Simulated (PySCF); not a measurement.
# CeH16O8 (Ce(H2O)84+): the cost of one run

Computed with PySCF 2.14.0. Level: PBE0, Ce lcecp-2-SVP with ECP46, O def2-SVP, H def2-SVP; scalar-relativistic core potentials, no spin–orbit coupling.

1 further run of the same task is left out (for a known fault of the program).

### 1 The starting structure

25 atoms, charge 4, spin multiplicity 1.

Bond lengths: Ce1–O2 2.410 Å, Ce1–O5 2.410 Å, Ce1–O8 2.410 Å, Ce1–O11 2.410 Å, Ce1–O14 2.410 Å, Ce1–O17 2.410 Å, Ce1–O20 2.410 Å, Ce1–O23 2.410 Å, O2–H3 0.981 Å, O2–H4 0.980 Å, O5–H6 0.981 Å, O5–H7 0.980 Å, O8–H9 0.981 Å, O8–H10 0.980 Å, O11–H12 0.981 Å, O11–H13 0.980 Å, O14–H15 0.980 Å, O14–H16 0.981 Å and more. Angles: O2–Ce1–O5 74.9°, O2–Ce1–O8 118.5°, O2–Ce1–O11 74.9°, O2–Ce1–O14 74.9°, O2–Ce1–O17 141.6°, O2–Ce1–O20 141.6°, O2–Ce1–O23 74.9°, O5–Ce1–O8 74.9°, O5–Ce1–O11 118.5°, O5–Ce1–O14 74.9°, O5–Ce1–O17 74.9°, O5–Ce1–O20 141.6°, O5–Ce1–O23 141.6°, O8–Ce1–O11 74.9°, O8–Ce1–O14 141.6°, O8–Ce1–O17 74.9°, O8–Ce1–O20 74.9°, O8–Ce1–O23 141.6° and more.

As a file:

```xyz
25
charge 4, multiplicity 1
Ce    0.0000    0.0000    0.0000
O     2.0717    0.0000    1.2318
H     2.2450    0.0000    2.1976
H     2.9698   -0.0001    0.8386
O     0.0000    2.0717    1.2318
H     0.0000    2.2450    2.1976
H     0.0001    2.9698    0.8386
O    -2.0717    0.0000    1.2318
H    -2.2450    0.0000    2.1976
H    -2.9698    0.0001    0.8386
O     0.0000   -2.0717    1.2318
H     0.0000   -2.2450    2.1976
H    -0.0001   -2.9698    0.8386
O     1.4649    1.4649   -1.2318
H     2.1000    2.0999   -0.8386
H     1.5875    1.5874   -2.1976
O    -1.4649    1.4649   -1.2318
H    -2.0999    2.1000   -0.8386
H    -1.5874    1.5875   -2.1976
O    -1.4649   -1.4649   -1.2318
H    -2.1000   -2.0999   -0.8386
H    -1.5875   -1.5874   -2.1976
O     1.4649   -1.4649   -1.2318
H     2.0999   -2.1000   -0.8386
H     1.5874   -1.5875   -2.1976
```

Formal oxidation states: Ce +4. The 4f shell is empty and lies in the core potential. An earlier session relaxed this geometry at PBE0, Ce lcecp-2-SVP with ECP46, O def2-SVP, H def2-SVP (singlet, point group D4d). Its vibrations showed it to be a saddle point, relaxed within its symmetry.

Its energy there is -647.434315 Eh.

### 2 Multiplicity 3 at the relaxed geometry

run.py (the lines that set the calculation)

```python
mol = gto.M(atom='''
Ce     0.00000     0.00000     0.00000
O      2.07170    -0.00004     1.23176
H      2.24502    -0.00004     2.19758
H      2.96981    -0.00006     0.83863
O      0.00004     2.07170     1.23176
H      0.00004     2.24502     2.19758
H      0.00006     2.96981     0.83863
O     -2.07170     0.00004     1.23176
H     -2.24502     0.00004     2.19758
H     -2.96981     0.00006     0.83863
O     -0.00004    -2.07170     1.23176
H     -0.00004    -2.24502     2.19758
H     -0.00006    -2.96981     0.83863
O      1.46494     1.46489    -1.23176
H      2.10002     2.09993    -0.83863
H      1.58750     1.58744    -2.19758
O     -1.46489     1.46494    -1.23176
H     -2.09993     2.10002    -0.83863
H     -1.58744     1.58750    -2.19758
O     -1.46494    -1.46489    -1.23176
H     -2.10002    -2.09993    -0.83863
H     -1.58750    -1.58744    -2.19758
O      1.46489    -1.46494    -1.23176
H      2.09993    -2.10002    -0.83863
H      1.58744    -1.58750    -2.19758''',
    basis={'Ce': 'lcecp-2-SVP', 'O': 'def2-SVP', 'H': 'def2-SVP'},
    ecp={'Ce': 'lcecp-2-SVP'},
    charge=4, spin=2)
mf = dft.UKS(mol, xc='PBE0')
mf.grids.atom_grid = (50, 194)  # f atoms: unpruned, at least (60, 302)
mf = mf.density_fit()  # fitting sets: Ce AutoAux, O def2-universal-JKFIT, H def2-universal-JKFIT
mf.conv_tol = 1e-08; mf.max_cycle = 55
mf.kernel(dm0)  # dm0: free metal ions and neutral atoms
```

Started as:

```
$ OMP_NUM_THREADS=4 python run.py
```

**Question.** How long does this run take on 4 threads of Arm Neoverse V2, shared host?

About 1.8 min.
